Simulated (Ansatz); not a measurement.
# Si3C3N8: the band gap up the ladder of functionals

One table from this session's results is given with a row withheld; the runs are named, their logs left out.

Code: Ansatz 0.2.0. PAW datasets, plane waves. Spin-unpolarised throughout. Whether this structure exists isn't addressed.

## Starting point

The cell was relaxed beforehand with r2SCAN.

Space group Pm (No. 6), monoclinic; a = 6.959 Å, b = 2.711 Å, c = 7.045 Å, β = 118.9° in the conventional setting, 8.31 Å³ an atom. Around Si lie 4 N at 1.63–1.68 Å; around Si lie 4 N at 1.65–1.72 Å; around Si lie 4 N at 1.63–1.72 Å; around C lie 4 N at 1.42–1.64 Å; around C lie 4 N at 1.52–1.58 Å.

Structure file:

```cif
data_structure
_symmetry_space_group_name_H-M 'P 1'
_symmetry_Int_Tables_number 1
_cell_length_a 7.1195
_cell_length_b 2.7106
_cell_length_c 6.9587
_cell_angle_alpha 90.000
_cell_angle_beta 119.961
_cell_angle_gamma 90.000
_cell_volume 116.34
loop_
_atom_site_label
_atom_site_type_symbol
_atom_site_fract_x
_atom_site_fract_y
_atom_site_fract_z
_atom_site_occupancy
Si1 Si 0.57928 0.50000 0.81833 1
Si2 Si 0.83132 0.00000 0.23593 1
Si3 Si 0.78005 0.00000 0.59978 1
C1 C 0.22409 0.50000 0.40499 1
C2 C 0.18896 0.50000 0.77394 1
C3 C 0.39866 0.00000 0.17755 1
N1 N 0.31037 0.50000 0.64535 1
N2 N 0.63908 0.00000 0.31738 1
N3 N 0.72045 0.50000 0.68933 1
N4 N 0.65105 0.00000 0.96949 1
N5 N 0.05720 0.00000 0.70850 1
N6 N 0.99349 0.50000 0.29783 1
N7 N 0.30520 0.00000 0.33488 1
N8 N 0.32081 0.50000 0.02672 1
```

Set-up of the first run:

input.yaml

```yaml
crystal:
  lattice:
    - [7.1193023917, 0.0, 0.0494991911]
    - [0.0, 2.7106110899, 0.0]
    - [-3.5170467072, 0.0, 6.0044874316]
  atoms:
    - { symbol: Si, position: [0.5792750031, 0.5, 0.8183318553] }
    - { symbol: Si, position: [0.8313249333, 0.0, 0.2359270115] }
    - { symbol: Si, position: [0.7800495756, 0.0, 0.5997805301] }
    - { symbol: C, position: [0.2240873914, 0.5, 0.4049915085] }
    - { symbol: C, position: [0.188958109, 0.5, 0.7739386743] }
    - { symbol: C, position: [0.3986603176, 0.0, 0.1775485684] }
    - { symbol: "N", position: [0.3103687568, 0.5, 0.6453467549] }
    - { symbol: "N", position: [0.6390777728, 0.0, 0.3173800535] }
    - { symbol: "N", position: [0.7204487278, 0.5, 0.6893281796] }
    - { symbol: "N", position: [0.6510506611, 0.0, 0.9694925894] }
    - { symbol: "N", position: [0.057199738, 0.0, 0.7085028069] }
    - { symbol: "N", position: [0.9934892321, 0.5, 0.2978323783] }
    - { symbol: "N", position: [0.3051969984, 0.0, 0.3348781978] }
    - { symbol: "N", position: [0.3208127831, 0.5, 0.0267208912] }
kpoints:
  mp_grid: { grid: [4, 10, 4] }
  band_path:
    path:
      - [0.0, 0.0, 0.0]
      - [-5.810809257595e-19, 0.5, 4.206042493399e-35]
      - [0.5, 0.5, -1.041489224552e-17]
      - [0.5, 3.306475829811e-35, -1.041489224552e-17]
      - [0.0, 0.0, 0.0]
      - [9.897707102796e-18, -2.33838304849e-19, 0.5]
      - [9.897707102796e-18, 0.5, 0.5]
      - [-5.810809257595e-19, 0.5, 4.206042493399e-35]
      - [-0.5, 0.5, 0.5]
      - [-0.5, -2.33838304849e-19, 0.5]
      - [0.0, 0.0, 0.0]
    npoints: 10
hamiltonian:
  xc: pbe
scf:
  occupations: { method: fermi_dirac, width: 0.02 }
  n_extra_bands: 7
output:
  forces: true
  stress: true
  eigenvalues: true
```

Steps of the session up to this table: Band structure with PBE; Single point with r2SCAN; HSE06; Single point with PBE0.

One of the session's tables, all rows but one given; the rest of the session is left out.

| level | gap (eV) |
| --- | --- |
| PBE | 2.13 |
| r2SCAN | ? |
| HSE06 | 3.64 |
| PBE0 | 4.41 |

Estimate the missing values for r2SCAN.

**Answer.** gap (eV): 2.51. In the column «gap (eV)» it lies between PBE (2.13) and HSE06 (3.64).

Meshes: PBE 4×10×4, r2SCAN 4×10×4, HSE06 4×6×4, PBE0 4×6×4

In words: The gap runs from 2.13 eV (PBE) to 4.41 eV (PBE0). Against HSE06, PBE is short by 1.51 eV, at 59 % of it, and r2SCAN 69 %. PBE0 lies 0.77 eV above HSE06, which differs from it by screening the long-range exchange.

Limits of these values: Warnings in the runs' records: stress scf threshold loose, stress exchange threshold loose.
